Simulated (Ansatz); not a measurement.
# CH₄BBr (SMILES BCBr): single points off equilibrium

Aim: energy, forces and dipole at a structure displaced at random from a GFN2-xTB minimum, from CCSD(T) and from density functionals.

The runs use Ansatz 0.2.0, Gaussian basis; single points in def2-TZVPP.

Cores are frozen in the correlated methods. Filled d shells of the heavier atoms are correlated.

## (1) Starting geometry

SMILES `BCBr`, 7 atoms, charge 0, spin multiplicity 1.

Atoms are counted from 1 here; the program's logs count them from 0.

Bond lengths: B1–C2 1.600 Å, B1–Br3 2.249 Å, B1–H4 1.170 Å, B1–H5 1.061 Å, C2–Br3 1.977 Å, C2–H6 1.158 Å, C2–H7 1.121 Å. Angles: C2–B1–Br3 59.0°, C2–B1–H4 119.8°, C2–B1–H5 116.6°, Br3–B1–H4 108.3°, Br3–B1–H5 102.2°, H4–B1–H5 123.6°, B1–C2–Br3 77.1°, B1–C2–H6 114.7°, B1–C2–H7 128.2°, Br3–C2–H6 108.5°, Br3–C2–H7 112.3°, H6–C2–H7 109.9°, B1–Br3–C2 43.9°.

Coordinates:

```xyz
7
charge 0, multiplicity 1
B    -0.25270   -0.83480   -0.24280
C     0.48060    0.46670    0.32970
Br   -1.11130    1.21730   -0.57130
H     0.06410   -1.27060   -1.28090
H    -0.98090   -1.28420    0.38440
H     1.42300    0.79020   -0.26020
H     0.56440    0.80320    1.39570
```

## (2) CCSD(T)/def2-TZVPP

The input, run/in.yaml:

```yaml
crystal:
  periodic: [false, false, false]
  atoms:
    - {symbol: B, position_ang: [-0.252700, -0.834800, -0.242800]}
    - {symbol: C, position_ang: [0.480600, 0.466700, 0.329700]}
    - {symbol: Br, position_ang: [-1.111300, 1.217300, -0.571300]}
    - {symbol: H, position_ang: [0.064100, -1.270600, -1.280900]}
    - {symbol: H, position_ang: [-0.980900, -1.284200, 0.384400]}
    - {symbol: H, position_ang: [1.423000, 0.790200, -0.260200]}
    - {symbol: H, position_ang: [0.564400, 0.803200, 1.395700]}
basis:
  gaussian: {orbitals: def2-TZVPP}
correlation: {method: ccsd_t}
output: {forces: true}
```

The command line of these runs was not kept.

## (3) PBE0-D4/def2-TZVPP

Changes to run/in.yaml since step 2:

```diff
@@ -12,3 +12,3 @@
   gaussian: {orbitals: def2-TZVPP}
-correlation: {method: ccsd_t}
-output: {forces: true}
+hamiltonian: {xc: pbe0, dispersion: d4}
+output: {forces: true, orbitals: {seedname: orbitals}}
```

## (4) wB97M-V/def2-TZVPP

Changes to run/in.yaml since step 3:

```diff
@@ -12,3 +12,3 @@
   gaussian: {orbitals: def2-TZVPP}
-hamiltonian: {xc: pbe0, dispersion: d4}
-output: {forces: true, orbitals: {seedname: orbitals}}
+hamiltonian: {xc: {name: wB97M-V}}
+output: {forces: true}
```

## (5) r2SCAN-D4/def2-TZVPP

Changes to run/in.yaml since step 4:

```diff
@@ -12,3 +12,3 @@
   gaussian: {orbitals: def2-TZVPP}
-hamiltonian: {xc: {name: wB97M-V}}
+hamiltonian: {xc: r2scan, dispersion: d4}
 output: {forces: true}
```

## (6) PBE-D4/def2-TZVPP

Changes to run/in.yaml since step 5:

```diff
@@ -12,3 +12,3 @@
   gaussian: {orbitals: def2-TZVPP}
-hamiltonian: {xc: r2scan, dispersion: d4}
+hamiltonian: {xc: pbe, dispersion: d4}
 output: {forces: true}
```

## (7) LC-wPBE/def2-TZVPP

Changes to run/in.yaml since step 6:

```diff
@@ -12,3 +12,3 @@
   gaussian: {orbitals: def2-TZVPP}
-hamiltonian: {xc: pbe, dispersion: d4}
+hamiltonian: {xc: {name: LC-wPBE}}
 output: {forces: true}
```

## (8) B97M-V/def2-TZVPP

Changes to run/in.yaml since step 7:

```diff
@@ -12,3 +12,3 @@
   gaussian: {orbitals: def2-TZVPP}
-hamiltonian: {xc: {name: LC-wPBE}}
+hamiltonian: {xc: {name: B97M-V}}
 output: {forces: true}
```

(Steps that only read results are left out.)

**Question.** What will these runs give? Wanted: energy less free atoms, CCSD(T)/def2-TZVPP; RMS force component; RMS force error; HOMO and LUMO, PBE0-D4; T1 diagnostic.

As calculated:

```
                                  quantity                                                                                          value
energy less free atoms, CCSD(T)/def2-TZVPP                                                                                -535.7 kcal/mol
                       RMS force component                                                           1.464 to 1.518 eV/Å over the methods
                           RMS force error  PBE0-D4 0.105, wB97M-V 0.059, r2SCAN-D4 0.060, PBE-D4 0.130, LC-wPBE 0.205, B97M-V 0.106 eV/Å
                    HOMO and LUMO, PBE0-D4                                                                             -8.49 and -0.77 eV
                             T1 diagnostic                                                                                          0.010
```

**Reading.** Against CCSD(T) the functionals' energies less atoms differ by -23.7 to -8.8 kcal/mol, PBE-D4 by -23.7 kcal/mol. The reference is not at the basis limit: in triple zeta CCSD(T) underbinds, which counts against methods that bind more; the gaps are no ranking. For forces wB97M-V does best and LC-wPBE worst. Frozen-core CCSD(T) forces in triple zeta carry basis errors of their own, and this is one geometry, so small gaps rank nothing.
